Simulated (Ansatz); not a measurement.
**F₂HInS: a ladder of functionals and wavefunction methods**

The task here is to estimate one member of a computed series from the others.

Computed with Ansatz 0.2.0, Gaussian basis. Level: functionals in def2-TZVPP, the program's frozen cores in correlated methods.

The runs, in order: LDA (SPW92), PBE-D4, revPBE-D4, BLYP-D4, r2SCAN-D4, B97M-V, PBE0-D4, B3LYP-D4, r2SCANh-D4, r2SCAN0-D4, HSE06-D4, BHLYP-D4, CAM-B3LYP-D4, LC-ωPBE, ωB97X-V, ωB97M-V, B2PLYP, PBE-QIDH; CCSD(T)/def2-SVP; CCSD(T)/def2-TZVPP; MP2/def2-QZVPP; extrapolation to the limit; RPA on PBE.

### The geometry

The geometry comes from an earlier relaxation with PBE0-D4 in a triple-zeta def2 set; it is a stationary point. In takes the def2 core potential; no spin-orbit term is included.

SMILES `[F][In]([F])[SH]`, 5 atoms, charge 0, spin multiplicity 1.

Atoms are counted from 1 here; the program's logs count them from 0.

Bond lengths: F1–In2 1.934 Å, In2–F3 1.929 Å, In2–S4 2.341 Å, S4–H5 1.346 Å. Angles: F1–In2–F3 112.0°, F1–In2–S4 123.0°, F3–In2–S4 125.0°, In2–S4–H5 91.7°.

The first run:

in.yaml

```yaml
crystal:
  periodic: [false, false, false]
  atoms:
    - {symbol: F, position_ang: [-0.708491, -1.365438, 1.376416]}
    - {symbol: In, position_ang: [0.431904, -0.375081, 0.168715]}
    - {symbol: F, position_ang: [2.242133, -1.042414, 0.173969]}
    - {symbol: S, position_ang: [-0.335416, 1.415990, -1.128087]}
    - {symbol: H, position_ang: [-1.580330, 1.293142, -0.632413]}
basis:
  gaussian: {orbitals: def2-TZVPP}
hamiltonian: {xc: lda}
output: {orbitals: {seedname: orbitals}}
```

Launch:

```bash
ansatz run in.yaml --threads 4 --pin off --events-out ev --progress --plain --max-ram 10444MiB
```

Among the steps run: LDA; PBE-D4 (GGA); revPBE-D4 (GGA); BLYP-D4 (GGA); r2SCAN-D4 (meta-GGA); B97M-V (meta-GGA); PBE0-D4 (hybrid); B3LYP-D4 (hybrid); r2SCANh-D4 (hybrid); r2SCAN0-D4 (hybrid); HSE06-D4 (hybrid); BHLYP-D4 (hybrid); CAM-B3LYP-D4 (range-separated); LC-ωPBE (range-separated); ωB97X-V (range-separated); ωB97M-V (range-separated); B2PLYP (double hybrid); PBE-QIDH (double hybrid).

One of the session's tables, all rows but one given; the rest of the session is left out.

It belongs to the step «Orbital energies across the functionals». 

| functional | HOMO (eV) | LUMO (eV) | gap (eV) |
| --- | --- | --- | --- |
| LDA (SPW92) | -7.48 | -3.90 | 3.58 |
| PBE-D4 | -7.29 | -3.54 | 3.74 |
| revPBE-D4 | -7.21 | -3.40 | 3.81 |
| BLYP-D4 | -7.14 | -3.52 | 3.61 |
| r2SCAN-D4 | -7.59 | -3.33 | 4.26 |
| B97M-V | -7.62 | -3.40 | 4.22 |
| PBE0-D4 | -8.56 | -2.65 | 5.91 |
| B3LYP-D4 | -8.32 | -3.00 | 5.32 |
| r2SCANh-D4 | -8.06 | -3.00 | 5.05 |
| r2SCAN0-D4 | -8.76 | -2.52 | 6.24 |
| HSE06-D4 | -8.15 | -3.02 | 5.13 |
| BHLYP-D4 | -9.68 | -1.81 | 7.86 |
| CAM-B3LYP-D4 | -9.90 | -1.73 | 8.18 |
| LC-ωPBE | ? | ? | ? |
| ωB97X-V | -10.91 | -0.54 | 10.37 |
| ωB97M-V | -10.75 | -0.69 | 10.06 |

Estimate the missing values for LC-ωPBE.

The run gave: HOMO (eV): -11.28; LUMO (eV): -0.37; gap (eV): 10.91. In the column «HOMO (eV)» it is the lowest.
